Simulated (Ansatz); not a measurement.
# Zr5Cl: the cost of one run

Method: DFT PBE, scalar-relativistic, plane waves, PAW, unless a step names another level, in Ansatz 0.2.0.

9 further runs of the same task are left out: 1 that didn't finish, 8 set aside as unsound or not needed.

**1. What the formula suggests**

Pauling electronegativities: Zr 1.33, Cl 3.16 (spread 1.83). No set of common oxidation states balances it. Tabulated atomic sizes suggest about 18 Å³/atom. 25 candidates were drawn, by swapping species into database cells of other compounds, at random by space group and Wyckoff sites, or by hand, as the table says:

| name | made from | space group no. | Wyckoff sites | atoms (primitive cell) | V (Å³/atom) |
| --- | --- | --- | --- | --- | --- |
| c01 | random | 38 | Zr 2a, 4e, 4e; Cl 2b | 6 | 21.9 |
| c02 | database cell of Mg5Sn | 189 | Zr 3f, 2d; Cl 1b | 6 | 22.8 |
| c03 | built by hand: fcc-layered Zr5Cl | 164 | Zr 2d, 2d, 1b; Cl 1a | 6 | 23.0 |
| c04 | random | 216 | Zr 16e, 4c; Cl 4b | 6 | 21.1 |
| c05 | random | 166 | Zr 9d, 6c; Cl 3a | 6 | 21.6 |
| c06 | random | 99 | Zr 4e, 1b; Cl 1a | 6 | 23.2 |
| c07 | random | 157 | Zr 2b, 3c; Cl 1a | 6 | 23.0 |
| c08 | random | 191 | Zr 2e, 3g; Cl 1a | 6 | 20.8 |
| c09 | random | 191 | Zr 2e, 3f; Cl 1a | 6 | 20.3 |
| c10 | random | 71 | Zr 8l, 2a; Cl 2c | 6 | 18.6 |
| c11 | random | 22 | Zr 8f, 8h, 4d; Cl 4b | 6 | 23.0 |
| c12 | random | 35 | Zr 4c, 4e, 2a; Cl 2a | 6 | 18.4 |
| c13 | random | 25 | Zr 2g, 2e, 1a; Cl 1d | 6 | 21.6 |
| c14 | random | 160 | Zr 3a, 3a, 9b; Cl 3a | 6 | 18.0 |
| c15 | built by hand: ordered omega-Zr superstructure | 191 | Zr 4h, 1b; Cl 1a | 6 | 23.0 |
| c16 | random | 191 | Zr 3f, 2e; Cl 1b | 6 | 23.0 |
| c17 | built by hand: bcc-layered Zr5Cl | 123 | Zr 2h, 2g, 1d; Cl 1a | 6 | 22.5 |
| c18 | database cell of MgCu5 | 155 | Zr 9e, 6c; Cl 3a | 6 | 17.9 |
| c19 | random | 187 | Zr 2i, 1f, 2g; Cl 1b | 6 | 23.1 |
| c20 | database cell of GdRh5 | 191 | Zr 3g, 2c; Cl 1a | 6 | 19.7 |
| c21 | random | 187 | Zr 3j, 2h; Cl 1a | 6 | 22.9 |
| c22 | built by hand: CaCu5 | 191 | Zr 3g, 2c; Cl 1a | 6 | 22.0 |
| c23 | built by hand: hcp-layered Zr5Cl | 187 | Zr 2h, 2g, 1d; Cl 1a | 6 | 23.0 |
| c24 | random | 216 | Zr 4d, 16e; Cl 4a | 6 | 21.2 |
| c25 | random | 216 | Zr 16e, 4a; Cl 4d | 6 | 21.6 |

**2. Screening run of c11**

input.yaml reads:

```yaml
crystal:
  lattice:
    - [0.0, 4.21523348, 5.55598494]
    - [2.94158085, 0.0, 5.55598494]
    - [2.94158085, 4.21523348, 0.0]
  atoms:
    - { symbol: Zr, position: [0.84622386, 0.15377614, 0.84622386] }
    - { symbol: Zr, position: [0.15377614, 0.84622386, 0.15377614] }
    - { symbol: Zr, position: [0.34077427, 0.34077427, 0.15922573] }
    - { symbol: Zr, position: [0.15922573, 0.15922573, 0.34077427] }
    - { symbol: Zr, position: [0.75, 0.75, 0.75] }
    - { symbol: Cl, position: [0.5, 0.5, 0.5] }
basis:
  ecutwfc: 420
kpoints:
  mp_grid: { grid: [4, 4, 4] }
hamiltonian:
  xc: pbe
scf:
  occupations: { method: gaussian, width: 0.2 }
  lower_state_search: "off"
output:
  forces: true
  stress: true
  eigenvalues: true
relax:
  adjacent_minimum: "off"
  f_tol: 0.08
  max_steps: 16
  cell: { stress_tol: 0.8 }
```

Run with:

```console
ansatz run input.yaml --threads 1 --pin off --max-ram 2560MiB --backend cpu --events-out ev --progress --plain --runs-dir out
```

What time and memory should one allow on 1 thread of Intel Xeon at 2.50GHz (Skylake/Cascade Lake), shared host?

About 4.1 min, with a peak of 0.47 GiB.
